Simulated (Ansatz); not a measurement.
# Mg2Co (P-4m2) in Ansatz: convergence with k mesh

Aim: find how far k mesh must go before the results for Mg2Co settle, at r2SCAN. This setting moves, with any that are tied to it; all else stays.

Everything below comes from runs of Ansatz 0.2.0. Logs are shortened: lines on timing, memory, paths and dates and some standing lists are left out, and cuts for length are marked.

## 1. The structure

Symmetry: P-4m2, No. 115, tetragonal system. Conventional cell: a = 3.156 Å, b = 3.156 Å, c = 4.679 Å, α = 90.00°, β = 90.00°, γ = 90.00°. Mg (site symmetry 2mm) is surrounded by 2 Co at 2.04 Å. Co (site symmetry -4m2) is surrounded by 4 Mg at 2.04 Å.

The cell was built by a generator and needn't be a form met in nature.

## 2. With k mesh 3 × 3 × 2

File input.yaml:

```yaml
crystal:
  lattice:
    - [3.15568496, 0.0, 0.0]
    - [0.0, 3.15568496, 0.0]
    - [0.0, 0.0, 4.67917876]
  atoms:
    - { symbol: Mg, position: [0.5, 0.0, 0.777762] }
    - { symbol: Mg, position: [0.0, 0.5, 0.222238] }
    - { symbol: Co, position: [0.0, 0.0, 0.5], spin: 2.0 }
hamiltonian:
  xc: r2scan
  pseudopotentials: { kind: paw, level: accurate }
magnetization:
  spin_polarized: true
kpoints:
  mp_grid: { grid: [3, 3, 2] }
scf:
  occupations: { method: gaussian, width: 0.1 }
output:
  forces: true
  stress: true
  eigenvalues: true
```

Potentials or basis: Ansatz PAW earlier set.

Command:

```bash
ansatz run input.yaml --threads 2 --pin off --max-ram 5632MiB --backend cpu --events-out ev --progress --plain --runs-dir out
```

Log:

```text
Warning: RAYON_NUM_THREADS=2 ignored (pool sized by the plan → 2); use --threads N
Engine: ansatz 0.2.0, aarch64-unknown-linux-gnu
Pseudopotentials: kind: paw, level: accurate
Pseudopotential: Mg, paw, valence charge 10, recommended cutoff 760 eV (high), Mg.paw.azcp
Pseudopotential: Co, paw, valence charge 17, recommended cutoff 1000 eV (high), Co.paw.azcp
Functional definition: r2SCAN
  parameter k0 = 0.174
  parameter k1 = 0.065
  parameter a1 = 4.9479
  exchange = r2scan_x(k0 = k0, k1 = k1, a1 = a1)
  correlation = r2scan_c
Crystal: 3 atoms, lattice volume = 46.597 Å³
Basis set: ecut = 1000 eV, 3365 PW (Γ), exchange–correlation on 144×144×200 points (64 copies of the dense FFT grid, shifted against one another)
Bands: 24, of which v1, the nominal top of the filled ones, is band 19 counted from 1 (18 counted from 0)
Symmetry: 8 space group operations
Space group: P-4m2 (ITA 115), of the structure as read, at distance tolerance 3.6e-5 Å
Magnetic group: BNS 115.283 (UNI 943), of the structure as read, at distance tolerance 3.6e-5 Å
k-points: 6 of 18
Non-local potential: Mg, projectors of the file, l = 0: 2, l = 1: 3, l = 2: 1, l = 3: 1
Non-local potential: Co, projectors of the file, l = 0: 3, l = 1: 3, l = 2: 3, l = 3: 2, l = 4: 1
PAW form: soft (Blöchl's): semilocal exchange-correlation on the pseudo side does not see the compensation charge
PAW frozen core: Mg, regenerated for the run's functional (the file was generated under x = pbe(κ = 0.804, μ = 0.2195149727645171), c = pbe(β = 0.06672455060314922))
PAW frozen core: Co, regenerated for the run's functional (the file was generated under x = pbe(κ = 0.804, μ = 0.2195149727645171), c = pbe(β = 0.06672455060314922))
PAW one-centre angular grid: Mg, 302 points (default); XC on 160 Gauss nodes
PAW one-centre angular grid: Co, 590 points (default); XC on 185 of its mesh's 805 points in the sphere
Initial density: superposition of atomic densities (chi_scale 0.1, normalization cell, long waves kept (reshape's long-wave potential 0.00 eV rms))
Starting moments: Σ|m| = 2 μB on 1 of 3 sites
Initial wavefunctions: pseudopotential atomic-orbital guess
Functional: x = r2scan, c = r2scan; τ floored in thin density (d = 2e-4 eV/Å³)
SCF iter   1: F=—  HF=-8977.774654 eV  |F-HF|=—  |Δ(HF+E_count)|=         —  Δρ=8.56e-2 (↑2.55e-2 ↓8.56e-2)  dr2=4.75e0  dr2_τ=3.91e-1  dr2_m=1.05e0  M=0.556 μB ∫|m|=1.305 μB  β_m=0.42  ethr=3.10e-3  ⟨swp⟩=5.2  Hψ=1190  notcnv=0
Mixer restart at iter 1: flushing history
preconditioner: auto → none  [insulator: Δε(μ)=0.131 eV  Ē_g=7.555 eV  σ=0.100 eV  W_gap=0.63  n_scr=14 (ndim 8)  ℏωp=19.6 eV  f_vac=0.000  D(μ)=2.57/eV (n_scr^D=28)  ε∞_Penn≈7.7]
SCF iter   2: F=—  HF=-8979.115847 eV  |F-HF|=—  |Δ(HF+E_count)|=    1.34e0  Δρ=4.88e-2 (↑4.88e-2 ↓2.44e-2)  dr2=5.31e-1  dr2_τ=8.98e-2  dr2_m=3.67e-1  M=0.557 μB ∫|m|=1.372 μB  β_m=0.48  ethr=3.10e-3  ⟨swp⟩=3.0  Hψ=678  notcnv=0  defer=14  κ⁻¹=1.0e0(r=1)
SCF iter   3: F=—  HF=-8978.975941 eV  |F-HF|=—  |Δ(HF+E_count)|=   1.40e-1  Δρ=2.71e-2 (↑1.78e-2 ↓2.71e-2)  dr2=1.89e-1  dr2_τ=1.45e-2  dr2_m=1.72e-1  M=0.544 μB ∫|m|=1.274 μB  β_m=1.00  ethr=1.43e-3  ⟨swp⟩=2.2  Hψ=525  notcnv=0  defer=14  κ⁻¹=3.9e-2(r=2)
SCF iter   4: F=—  HF=-8979.445506 eV  |F-HF|=—  |Δ(HF+E_count)|=         —  Δρ=3.32e-2 (↑2.43e-2 ↓3.32e-2)  dr2=8.92e-2  dr2_τ=6.14e-2  dr2_m=3.38e-1  M=0.129 μB ∫|m|=0.752 μB  β_m=0.39  ethr=5.10e-4  ⟨swp⟩=2.8  Hψ=493  notcnv=0  defer=14
Mixer restart at iter 4: flushing history
SCF iter   5: F=—  HF=-8979.526454 eV  |F-HF|=—  |Δ(HF+E_count)|=   8.09e-2  Δρ=2.36e-2 (↑2.36e-2 ↓2.01e-2)  dr2=1.37e-2  dr2_τ=8.50e-3  dr2_m=1.92e-1  M=0.112 μB ∫|m|=0.654 μB  β_m=0.46  ethr=2.41e-4  ⟨swp⟩=2.1  Hψ=449  notcnv=0  defer=14  κ⁻¹=1.0e0(r=1)
SCF iter   6: F=—  HF=-8979.516960 eV  |F-HF|=—  |Δ(HF+E_count)|=   9.49e-3  Δρ=1.48e-2 (↑1.01e-2 ↓1.48e-2)  dr2=1.64e-2  dr2_τ=3.72e-3  dr2_m=6.29e-2  M=0.111 μB ∫|m|=0.541 μB  β_m=0.30  ethr=3.70e-5  ⟨swp⟩=2.1  Hψ=564  notcnv=0  defer=14  κ⁻¹=4.5e-1(r=2)
[... 7 lines left out ...]
SCF iter  14: F=—  HF=-8979.541894 eV  |F-HF|=—  |Δ(HF+E_count)|=   7.20e-8  Δρ=9.77e-6 (↑8.40e-6 ↓9.77e-6)  dr2=2.21e-8  dr2_τ=7.06e-9  dr2_m=1.85e-8  M=0.111 μB ∫|m|=0.201 μB  β_m=1.00  ethr=2.41e-10  ⟨swp⟩=2.8  Hψ=533  notcnv=0  defer=16  κ⁻¹=2.5e-7(r=8)
SCF iter  15: F=—  HF=-8979.541894 eV  |F-HF|=—  |Δ(HF+E_count)|=   1.16e-7  Δρ=4.28e-6 (↑4.28e-6 ↓3.18e-6)  dr2=3.26e-9  dr2_τ=4.05e-10  dr2_m=3.89e-9  M=0.111 μB ∫|m|=0.202 μB  β_m=1.00  ethr=5.98e-11  ⟨swp⟩=3.0  Hψ=563  notcnv=0  defer=16  κ⁻¹=1.3e-6(r=8)
SCF iter  16: F=—  HF=-8979.541894 eV  |F-HF|=—  |Δ(HF+E_count)|=   1.16e-7  Δρ=1.73e-6 (↑1.73e-6 ↓1.69e-6)  dr2=5.01e-10  dr2_τ=9.04e-11  dr2_m=7.10e-10  M=0.111 μB ∫|m|=0.202 μB  β_m=1.00  ethr=8.80e-12  ⟨swp⟩=2.9  Hψ=531  notcnv=0  defer=16  κ⁻¹=1.3e-6(r=8)
SCF iter  17: F=—  HF=-8979.541894 eV  |F-HF|=—  |Δ(HF+E_count)|=   6.23e-8  Δρ=9.09e-7 (↑7.86e-7 ↓9.09e-7)  dr2=6.98e-11  dr2_τ=3.21e-11  dr2_m=2.67e-10  M=0.111 μB ∫|m|=0.202 μB  β_m=1.00  ethr=1.35e-12  ⟨swp⟩=7.0  Hψ=1365  notcnv=0  κ⁻¹=8.4e-8(r=8)
SCF iter  18: F=—  HF=-8979.541894 eV  |F-HF|=—  |Δ(HF+E_count)|=   5.53e-9  Δρ=6.62e-7 (↑6.53e-7 ↓6.62e-7)  dr2=7.76e-12  dr2_τ=2.97e-11  dr2_m=1.80e-10  M=0.111 μB ∫|m|=0.202 μB  β_m=1.00  ethr=1.00e-12  ⟨swp⟩=3.7  Hψ=788  notcnv=0  κ⁻¹=8.2e-8(r=8)
SCF iter  19: F=-8979.541894 eV  HF=-8979.541894 eV  |F-HF|=2.91e-11  |Δ(HF+E_count)|=  1.46e-10  Δρ=4.21e-7 (↑4.21e-7 ↓2.34e-7)  dr2=1.76e-11  dr2_τ=8.35e-12  dr2_m=4.53e-11  M=0.111 μB ∫|m|=0.202 μB  ethr=1.00e-12  ⟨swp⟩=2.2  Hψ=570  notcnv=0
SCF 1 converged in 19 iterations: F = -8979.541894 eV  dr2 = 1.76e-11
this state was not tested for a lower state beside it, because the mixer in use, unlike msr1, does not test its closes by its own steps (another_mixer; see scf.mixing.algorithm and scf.lower_state_search)
SCF converged after 19 iterations
Magnetization: 0.1111 μB (18.5555 up, 18.4445 down)
Absolute magnetization: 0.2019 μB (∫|ρ↑−ρ↓|, with the PAW one-centre terms)
Spin contamination: 0.0018 ħ² per cell (⟨S²⟩ above its minimum at these occupations)
Per-site moments (μB) at R_I (Å): [(-0.002626283516567252, 0.843237370679995), (-0.002626283516567014, 0.843237370679995), (0.14885050366207078, 0.843237370679995)]
Free energy (F): -8979.541894 eV
Harris-Foulkes:  -8979.541894 eV  (|F-HF|=2.91e-11)
Internal energy: -8979.541711 eV  (E = F + TS)
E sigma→0 (E₀):  -8979.541803 eV
Entropy (-TS):   -0.000183 eV (-0.061 meV/atom)
Fermi energy:    9.761490 eV
--- Per-component energies (eV) ---
  E_band       = -1042.898552
  E_kinetic    = 1099.618426
  E_local      = -7462.438206  (includes V_loc(G=0)·N_el)
  E_nonlocal   = 383.713039
  E_hartree    = 2778.639351
  E_xc         = -274.492898
  E_vxc        = -414.727236  (∫ρ·V_xc dr)
  E_paw        = -1924.162821  (= ΣΔE_a)
  E_vpaw       = -242.566038  (= ΣTr[D̂ρ^β])
  E_aug_tail   = -0.000026  (compensation charges beyond the density's cutoff)
  E_vtau       = 36.222467  (kinetic-family band-sum trace: ∫τ·v_τ [+ j·A + Jᵃ·Aᵃ] dr)
  E_ewald      = -3580.062185
  E_core_change = -0.356390  (= ΣΔE_core)
  E_smearing   = -0.000183  (= −TS)
  E_closure    = 0.000000  (closes the sum)
  Σ components = -8979.541894   (vs F -8979.541894, Δ=0.00e0)
--- Forces (eV/Å), atoms counted from 1 ---
  atom   1  Mg     0.00000000     0.00000000     4.11059275
  atom   2  Mg     0.00000000     0.00000000    -4.11059275
  atom   3  Co     0.00000000     0.00000000     0.00000000
  max |Σ_I F_I| component: 8.88e-16 eV/Å
--- Stress (GPa, compression-positive) ---
       24.630197       0.000000       0.000000
        0.000000      24.630197       0.000000
        0.000000       0.000000      38.318829
  P = ⅓ Tr σ = 29.1931 GPa (291.931 kbar)
--- Band table (eV; the first three rows and the last of 12) ---
  k-point 0 ↑: bands = ["-87.1160", "-68.5829", "-68.5814", "-49.1441", "-49.1441", "-49.0607", "-33.7405", "-33.7091", "-33.7091", "-33.7043", "-33.6721", "-33.6721", "1.9565", "7.1428", "8.2978", "9.1029", "9.1029", "9.4585", "9.5175", "10.8436", "16.9507", "16.9507", "17.6188", "21.8919"]
  k-point 1 ↑: bands = ["-87.1160", "-68.5853", "-68.5790", "-49.1441", "-49.1441", "-49.0607", "-33.7291", "-33.7162", "-33.7100", "-33.7100", "-33.6712", "-33.6712", "3.7860", "3.8097", "8.3582", "8.5088", "9.0688", "9.0688", "9.4610", "16.9688", "17.9787", "18.3094", "18.3094", "18.9407"]
  k-point 2 ↑: bands = ["-87.1153", "-68.5823", "-68.5811", "-49.1522", "-49.1432", "-49.0634", "-33.7305", "-33.7231", "-33.7108", "-33.7073", "-33.6852", "-33.6716", "3.7321", "7.8034", "8.0761", "8.4199", "9.0747", "9.1480", "10.4100", "11.5105", "12.0619", "15.9031", "17.4190", "18.7074"]
  k-point 5 ↓: bands = ["-86.8894", "-68.5843", "-68.5827", "-48.9489", "-48.8763", "-48.8761", "-33.7306", "-33.7301", "-33.7159", "-33.7122", "-33.6940", "-33.6846", "6.7885", "6.9671", "8.5596", "8.8097", "9.2510", "9.3837", "9.4234", "11.7191", "13.2410", "13.9283", "14.4740", "17.8696"]
```

It took 15 s on 2 threads of Arm Neoverse V2, shared host; peak memory 0.63 GiB.

Results:

```yaml
Free_energy: -8979.5419 eV
Pressure: 29.2 GPa
Largest_force: 4.111 eV/Å
Band_gap_on_the_k_mesh: none (metal or under the smearing width)
Net_moment: 0.11 μB per cell
Absolute_moment: 0.20 μB per cell
Site_moments: Mg -0.00; Co +0.15 μB
```

## 3. With k mesh 4 × 4 × 3

input.yaml: that of step 2 with these lines changed.

```diff
@@ -15,3 +15,3 @@
 kpoints:
-  mp_grid: { grid: [3, 3, 2] }
+  mp_grid: { grid: [4, 4, 3] }
 scf:
```

Potentials or basis: Ansatz PAW earlier set.

Command:

```bash
ansatz run input.yaml --threads 2 --pin off --max-ram 5632MiB --backend cpu --events-out ev --progress --plain --runs-dir out
```

It took 24 s on 2 threads of Arm Neoverse V2, shared host; peak memory 0.64 GiB.

Results:

* Free energy: -8979.4056 eV
* Pressure: 30.1 GPa
* Largest force: 4.352 eV/Å
* Band gap on the k mesh: none (metal or under the smearing width)
* Net moment: 0.29 μB per cell
* Absolute moment: 0.49 μB per cell
* Site moments: Mg -0.00; Co +0.37 μB

## 4. With k mesh 5 × 5 × 3

input.yaml: that of step 3 with these lines changed.

```diff
@@ -15,3 +15,3 @@
 kpoints:
-  mp_grid: { grid: [4, 4, 3] }
+  mp_grid: { grid: [5, 5, 3] }
 scf:
```

Command:

```bash
ansatz run input.yaml --threads 2 --pin off --max-ram 5632MiB --backend cpu --events-out ev --progress --plain --runs-dir out
```

Wall time 27 s (2 threads of Arm Neoverse V2, shared host); peak memory 0.64 GiB.

What came out:

```
Free energy            : -8979.3800 eV
Pressure               : 30.3 GPa
Largest force          : 4.357 eV/Å
Band gap on the k mesh : none (metal or under the smearing width)
Net moment             : 0.14 μB per cell
Absolute moment        : 0.27 μB per cell
Site moments           : Mg -0.00; Co +0.20 μB
```

## 5. With k mesh 6 × 6 × 4

input.yaml: that of step 4 with these lines changed.

```diff
@@ -15,3 +15,3 @@
 kpoints:
-  mp_grid: { grid: [5, 5, 3] }
+  mp_grid: { grid: [6, 6, 4] }
 scf:
```

Command:

```bash
ansatz run input.yaml --threads 2 --pin off --max-ram 5632MiB --backend cpu --events-out ev --progress --plain --runs-dir out
```

Run time: 64 s. Hardware: 2 threads of Arm Neoverse V2, shared host; peak memory 0.69 GiB.

What came out:

```
Free energy            : -8979.3827 eV
Pressure               : 30.1 GPa
Largest force          : 4.409 eV/Å
Band gap on the k mesh : none (metal or under the smearing width)
Net moment             : 0.05 μB per cell
Absolute moment        : 0.13 μB per cell
Site moments           : Mg -0.00; Co +0.09 μB
```

## 6. With k mesh 8 × 8 × 5

input.yaml: that of step 5 with these lines changed.

```diff
@@ -15,3 +15,3 @@
 kpoints:
-  mp_grid: { grid: [6, 6, 4] }
+  mp_grid: { grid: [8, 8, 5] }
 scf:
```

Potentials or basis: Ansatz PAW earlier set.

Command:

```bash
ansatz run input.yaml --threads 2 --pin off --max-ram 5632MiB --backend cpu --events-out ev --progress --plain --runs-dir out
```

Wall time 99 s (2 threads of Arm Neoverse V2, shared host); peak memory 0.75 GiB.

Results (log left out):

- Free energy: -8979.3758 eV
- Pressure: 30.2 GPa
- Largest force: 4.377 eV/Å
- Band gap on the k mesh: none (metal or under the smearing width)
- Net moment: 0.03 μB per cell
- Absolute moment: 0.06 μB per cell
- Site moments: Mg -0.00; Co +0.04 μB

## 7. With k mesh 10 × 10 × 7

input.yaml: that of step 6 with these lines changed.

```diff
@@ -15,3 +15,3 @@
 kpoints:
-  mp_grid: { grid: [8, 8, 5] }
+  mp_grid: { grid: [10, 10, 7] }
 scf:
```

Command:

```bash
ansatz run input.yaml --threads 2 --pin off --max-ram 5632MiB --backend cpu --events-out ev --progress --plain --runs-dir out
```

Run time: 3.4 min. Hardware: 2 threads of Arm Neoverse V2, shared host; peak memory 0.94 GiB.

It converged, with:

```yaml
Free_energy: -8979.3788 eV
Pressure: 30.1 GPa
Largest_force: 4.370 eV/Å
Band_gap_on_the_k_mesh: none (metal or under the smearing width)
Net_moment: 0.00 μB per cell
Absolute_moment: 0.00 μB per cell
```

## 8. With k mesh 12 × 12 × 8

input.yaml: that of step 7 with these lines changed.

```diff
@@ -15,3 +15,3 @@
 kpoints:
-  mp_grid: { grid: [10, 10, 7] }
+  mp_grid: { grid: [12, 12, 8] }
 scf:
```

Command:

```bash
ansatz run input.yaml --threads 2 --pin off --max-ram 5632MiB --backend cpu --events-out ev --progress --plain --runs-dir out
```

Run time: 4.6 min. Hardware: 2 threads of Arm Neoverse V2, shared host; peak memory 1.2 GiB.

The run converged. Its results:

| Quantity | Value |
| --- | --- |
| Free energy | -8979.3767 eV |
| Pressure | 30.1 GPa |
| Largest force | 4.360 eV/Å |
| Band gap on the k mesh | none (metal or under the smearing width) |
| Net moment | 0.00 μB per cell |
| Absolute moment | 0.00 μB per cell |

## 9. With k mesh 14 × 14 × 9

input.yaml: that of step 8 with these lines changed.

```diff
@@ -15,3 +15,3 @@
 kpoints:
-  mp_grid: { grid: [12, 12, 8] }
+  mp_grid: { grid: [14, 14, 9] }
 scf:
```

Potentials or basis: Ansatz PAW earlier set.

Command:

```bash
ansatz run input.yaml --threads 2 --pin off --max-ram 5632MiB --backend cpu --events-out ev --progress --plain --runs-dir out
```

Wall time 2.1 min (2 threads of Arm Neoverse V2, shared host).

The calculation hadn't finished when its time ran out.

## 10. Result

```csv
k mesh,"energy less the tightest run, at zero smearing (meV/atom)",pressure (GPa),largest force (eV/Å),absolute moment (μB),SCF cycles,CPU time (s),peak memory (GiB)
3 × 3 × 2,-55.79,29.19,4.111,0.20,19,29,0.63
4 × 4 × 3,-9.75,30.14,4.352,0.49,19,47,0.64
5 × 5 × 3,-0.34,30.34,4.357,0.27,21,53,0.64
6 × 6 × 4,-2.23,30.13,4.409,0.13,26,130,0.69
8 × 8 × 5,0.47,30.18,4.377,0.06,27,200,0.75
10 × 10 × 7,-0.57,30.14,4.370,0.00,30,400,0.94
12 × 12 × 8,0.00,30.12,4.360,0.00,25,540,1.2
14 × 14 × 9,timed out after 130 s,-,-,-,-,-,-
```

Against the tightest run, the energy stays within 1 meV/atom from 8 × 8 × 5 on; the pressure stays within 0.1 GPa from 6 × 6 × 4 on; the absolute moment stays within 0.02 μB from 10 × 10 × 7 on. Not settled before the last step: the largest force (to 0.005 eV/Å). Meshes of other sizes hit other points, so gaps and Fermi surfaces needn't settle smoothly. The tightest run that finished is the yardstick and may itself not be fully converged.

Caveats: the magnetic or orbital state may not be the lowest; the starting moments collapsed, and a magnetic state may lie lower; a pressure of tens of GPa on the cell as given is suspect, and the run, the potentials or the cell itself is likely at fault; the PAW data sets come from PBE, with cores solved anew for the run's functional, which leaves a small shift of forces and pressure; forces of over 1 eV/Å show positions far from the minimum, so gaps and moduli don't describe the material at rest; the starting moments weren't kept.
